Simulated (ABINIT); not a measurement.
A calculation with ABINIT 10.8.3 (patched build) of GaGe (ASE script, Cartesian positions):

File run.py:

```python
import json, os
import numpy as np
from ase.units import GPa
from ase.calculators.abinit import Abinit, AbinitProfile
from ase.io import read

atoms = read('GaGe.xyz')

profile = AbinitProfile(command='abinit', pp_paths=[os.path.abspath('pseudos')])
params = dict(
    pps='pawxml', xc='PBE',
    ecut=598.6505,
    pawecutdg=1197.301,
    pawxcdev=0,
    kptopt=1,
    ngkpt=[8, 8, 8],
    nshiftk=1,
    shiftk=[0.0, 0.0, 0.0],
    ixc=11,
    nband=18,
    occopt=3,
    tsmear=0.05,
    nstep=100,
    tolvrs=1e-09,
    prtwf=0,
    prtden=0,
)

atoms.calc = Abinit(profile=profile, directory='run', **params)
energy = atoms.get_potential_energy()
forces = atoms.get_forces()
stress = atoms.get_stress()
print(f'energy {energy:.6f} eV')
print('forces (eV/A)')
print(np.round(forces, 5))
print('stress (GPa, Voigt, tension positive)', np.round(stress / GPa, 4))
json.dump(dict(energy=energy, forces=forces.tolist(), stress=stress.tolist(), cell=atoms.cell.tolist(), frac=atoms.get_scaled_positions(wrap=False).tolist()), open('results.json', 'w'))
```

GaGe.xyz

```xyz
2
Lattice="0.0000000000 2.8978440000 2.8978440000 2.8978440000 0.0000000000 2.8978440000 2.8978440000 2.8978440000 0.0000000000" Properties=species:S:1:pos:R:3 pbc="T T T"
Ge     0.0000000000      0.0000000000      0.0000000000
Ga     1.4489220000      1.4489220000      1.4489220000
```

Potentials or basis: JTH PAW PBE v2.0.

Launch:

```sh
$ python run.py
```

The cell comes from a database or a generator and needn't be the stable form of this composition.

Problem. Write the same calculation in another form: native input, structure from a POSCAR.

Solution. As run:

The input run.abi:

```
pp_dirpath "./"
pseudos "Ge.GGA_PBE-JTH.xml, Ga.GGA_PBE-JTH.xml"

structure "poscar:POSCAR"
natom 2

ecut 22.0
pawecutdg 44.0
pawxcdev 0

kptopt 1
ngkpt 8 8 8
nshiftk 1
shiftk 0.0 0.0 0.0

ixc 11

nband 18
occopt 3
tsmear 0.00183747

nstep 100
tolvrs 1.0e-9

iomode 3
prtwf 0
prtden 0
prteig 0
prtebands 0
```

The input POSCAR:

```
GaGe
1.0
    0.0000000000      2.8978440000      2.8978440000
    2.8978440000      0.0000000000      2.8978440000
    2.8978440000      2.8978440000      0.0000000000
Ge Ga
1 1
Direct
    0.0000000000      0.0000000000      0.0000000000  Ge
    0.2500000000      0.2500000000      0.2500000000  Ga
```

Potentials or basis: JTH PAW PBE v2.0.

The run is started by

```bash
$ abinit run.abi > log 2>&1
```

Both were run:

|  | ASE script, Cartesian positions | native input, structure from a POSCAR |
| --- | --- | --- |
| Pressure | 0.0 GPa | 0.0 GPa |
| Band gap on the k mesh | none (metal or under the smearing width) | none (metal or under the smearing width) |
| Valence electrons inside the program's atomic spheres | Ge 12.30; Ga 11.04 | Ge 12.30; Ga 11.04 |

Keys that steer only the numerical path or the files written may differ.
